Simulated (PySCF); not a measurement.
# C2H4Au: the cost of one run

The runs use PySCF 2.14.0, with density-fitted response routines of our own; the level of theory stands in each step. All values are computed, except where a source is named. Atoms are numbered from 0 throughout.

### Step 1. Starting geometry

7 atoms, charge 1, multiplicity 1; geometry from: GFN2-xTB.

Bonds of the start (Å): C0–C1 1.39, C0–H3 1.08, C0–H4 1.08, C1–H5 1.08, C1–H6 1.08.

### Step 2. Geometry optimisation at PBE0-D3(BJ)/def2-TZVP

What the job is given:

```
{"job": {"xc": "PBE0", "basis": "def2-TZVP", "d3": "d3bj", "grid": 2, "kind": "geom"}, "charge": 1, "multiplicity": 1}
C     -0.015870    -1.771970     0.651160
C      0.846490    -0.961590     1.386700
Au    -0.060120     0.197860    -0.147500
H      0.379240    -2.459140    -0.087330
H     -0.991430    -2.030280     1.045870
H      0.546040    -0.585900     2.357410
H      1.915870    -1.015540     1.223500
```

**Question.** How long does this first job take on 4 threads of Intel Xeon Platinum 8259CL at 2.50GHz (Skylake/Cascade Lake), shared host?

About 25 s.
